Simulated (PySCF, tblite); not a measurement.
**C₄H₁₂N₄Si: geometry, infrared bands and NMR shifts**

What infrared bands and NMR shifts should C₄H₁₂N₄Si (`CNC[Si@@](N)(C#N)NC`) show?

The runs use tblite 0.8.0 and PySCF 2.14.0, with density-fitted response routines of our own; the level of theory stands in each step. All values are computed, except where a source is named. Atoms count from 0, in the outputs and in this text.

## 1. The starting structure

21 atoms, charge 0, multiplicity 1; geometry from: force field or distance geometry start.

Bonds of the start (Å): C0–N1 1.45, N1–C2 1.44, C2–Si3 1.83, Si3–N4 1.78, Si3–C5 1.81, C5–N6 1.15, Si3–N7 1.79, N7–C8 1.44, C0–H9 1.14, C0–H10 1.11, C0–H11 1.11, N1–H12 1.03, C2–H13 1.12, C2–H14 1.13, N4–H15 1.03, N4–H16 1.06, N7–H17 1.05, C8–H18 1.09, C8–H19 1.13, C8–H20 1.12.

## 2. Relaxing the molecule with GFN2-xTB

What the job is given:

```
{"job": {"kind": "relax", "xc": "GFN2-xTB", "basis": "xTB"}, "charge": 0, "multiplicity": 1}
C     -2.604500    -0.123700     0.630300
N     -2.122400     0.210900    -0.695200
C     -0.765500    -0.212900    -0.945800
Si     0.515400     0.503700     0.154600
N      0.447200     2.279400     0.310800
C      0.358900    -0.189900     1.820600
N      0.247200    -0.627200     2.883000
N      2.124300     0.147800    -0.548100
C      2.643200    -1.140900    -0.171000
H     -3.742200    -0.199200     0.616100
H     -2.248700    -1.101300     1.014800
H     -2.286200     0.657200     1.359400
H     -2.752000    -0.259000    -1.368600
H     -0.669100    -1.330300    -0.976400
H     -0.536100     0.100000    -2.007800
H     -0.481200     2.676400     0.124200
H      1.236700     2.731600    -0.233300
H      2.123200     0.308500    -1.586400
H      2.040600    -1.713400     0.536000
H      3.696300    -0.986200     0.207400
H      2.766000    -1.714400    -1.125000
```

Command:

```sh
$ OMP_NUM_THREADS=1 python probes_run.py task.json out
```

One launch serves the whole session: the jobs run in the order shown.

**Question.** This job is followed by: GFN2-xTB harmonic vibrations, gas phase; GIAO PBE0/pcSseg-1 NMR shielding, non-relativistic, gas phase. Predict these results of the whole session: strongest single infrared mode (GFN2-xTB); zero-point energy (GFN2-xTB); ¹³C shifts against TMS (PBE0/pcSseg-1); ¹H shifts against TMS (PBE0/pcSseg-1, means over atoms taken as alike); ¹⁵N shifts against NH3 (PBE0/pcSseg-1); ²⁹Si shifts against TMS (PBE0/pcSseg-1); surface potential, 1st and 99th percentile.

As calculated:

| quantity | value |
| --- | --- |
| strongest single infrared mode (GFN2-xTB) | 854 cm⁻¹, 186 km/mol |
| zero-point energy (GFN2-xTB) | 106.1 kcal/mol |
| ¹³C shifts against TMS (PBE0/pcSseg-1) | 129.5, 45.4, 42.2, 29.7 ppm |
| ¹H shifts against TMS (PBE0/pcSseg-1, means over atoms taken as alike) | 2.84, 2.75, 2.42, 2.34, 1.31, 0.27, 0.22 ppm |
| ¹⁵N shifts against NH3 (PBE0/pcSseg-1) | 350.7, 33.8, 27.0, 20.2 ppm |
| ²⁹Si shifts against TMS (PBE0/pcSseg-1) | -39.5 ppm |
| surface potential, 1st and 99th percentile | -1.82 V and 1.52 V |

What this shows: Relaxing lowered the energy by 0.860 eV in 111 steps; the close pair that moved most is C2–Si3, from 1.834 to 1.914 Å. All 57 modes are real, so the xTB geometry is a minimum. The strongest single mode, at 854 cm⁻¹, is spread over several atoms, Si3, H12, H16 among them. GFN2-xTB is a fitted tight-binding method: band positions and strengths are rough. Its intensities can rank the bands wrongly. At PBE0/pcSseg-1: The largest span, 565 ppm, is at N6, where the paramagnetic term is -422 ppm.
